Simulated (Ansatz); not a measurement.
Born–Oppenheimer molecular dynamics of a periodic cell of 37 atoms, CuSi12O24 (host SiO2, host structure P3_221, interstitial Cu), cell charge +1. It goes on from the last frame of an earlier run, with new velocities.

Level of theory: DFT LDA, scalar-relativistic, plane waves, PAW (Ansatz). Settings: accuracy low, PAW set soft_1, cutoff 420 eV, k mesh 1x1x1, fermi-dirac smearing 0.002 eV, no spin polarisation.

```yaml
ensemble: NVE (velocity Verlet)
time_step: 1 fs
steps_asked: 200
starting_velocities_drawn_for: 2100 K
seed: 108982
```

First frame:

```xyz
37
Lattice="-2.4754 4.2876 5.4285 4.9509 0.0000 5.4285 4.9509 8.5752 0.0000" Properties=species:S:1:pos:R:3
Si 7.480 8.684 3.533
Si 3.876 2.393 7.410
Si 1.687 2.678 0.332
O 6.266 9.154 4.500
O 0.299 2.348 1.114
O 1.111 5.643 8.602
O 1.013 3.167 4.339
O 0.439 7.186 6.649
O 4.072 3.824 8.081
Si 5.343 4.426 3.480
Si 6.609 6.062 7.230
Si 3.946 6.231 -0.254
O 3.955 4.742 4.200
O 2.690 5.868 0.649
O 3.145 10.015 8.068
O 3.627 7.379 4.557
O 2.779 11.361 5.739
O 6.998 7.570 7.801
Si 0.070 4.443 3.878
Si 1.707 6.358 7.245
Si 3.866 5.980 5.258
O 4.623 5.753 10.123
O 2.555 5.424 6.065
O 1.159 5.022 2.829
O 6.372 3.806 4.617
O 5.267 6.372 6.139
O 5.254 3.246 2.331
Si 3.033 8.409 3.380
Si 3.847 11.045 7.009
Si 1.322 2.025 5.466
O 6.813 9.382 9.624
O 5.085 10.134 6.508
O 3.901 9.423 2.695
O 8.178 7.448 4.299
O 2.502 2.401 6.494
O 6.984 8.019 2.271
Cu 4.568 8.321 6.797
```

Question: What does the run give?

Answer: The run went to its last step.

```
steps done                                               : 200
time covered                                             : 200 fs
mean temperature over the second half                    : 1740 K
spread of the potential energy over the second half      : 20.6 meV per atom
mean potential energy of the second half above the start : 45.5 meV per atom
```

The conserved energy stayed within 0.56 meV per atom of its start (net change 0.17 meV per atom), so the integration is sound. A run of 0.2 ps of so small a system gives no equilibrium averages. The smearing is very narrow for this mesh. Limits of this set-up: coarse k mesh, PAW files made for another functional, low accuracy level, charged cell in a uniform background, uncorrected.

Question: What happens to the structure?

Answer: Mean squared displacements from the first frame to the last, about the centre of mass: Si 0.26 Å², O 0.54 Å², Cu 1.46 Å². The details hang on the random start.

Question: How do temperature and energy run in time?

Answer: 
```
time (fs)  T (K)  potential energy less start (eV)  conserved less start (meV/atom)
      0.0   2100                             0.000                             0.00
     16.0   1765                             1.566                             0.18
     32.0   1639                             2.153                             0.22
     48.0   1915                             0.863                             0.03
     64.0   1755                             1.617                             0.28
     80.0   1683                             1.947                             0.17
     96.0   1800                             1.401                             0.14
    112.0   1978                             0.564                            -0.11
    128.0   2008                             0.429                             0.06
    144.0   1706                             1.841                             0.24
    160.0   1662                             2.052                             0.41
    176.0   1702                             1.856                             0.07
    192.0   1832                             1.253                             0.21
```

The run took 9.2 min on 1 thread of Intel(R) Xeon(R) Platinum 8259CL CPU @ 2.50GHz (Skylake/Cascade Lake), with other jobs on the host, peak memory 0.57 GiB.
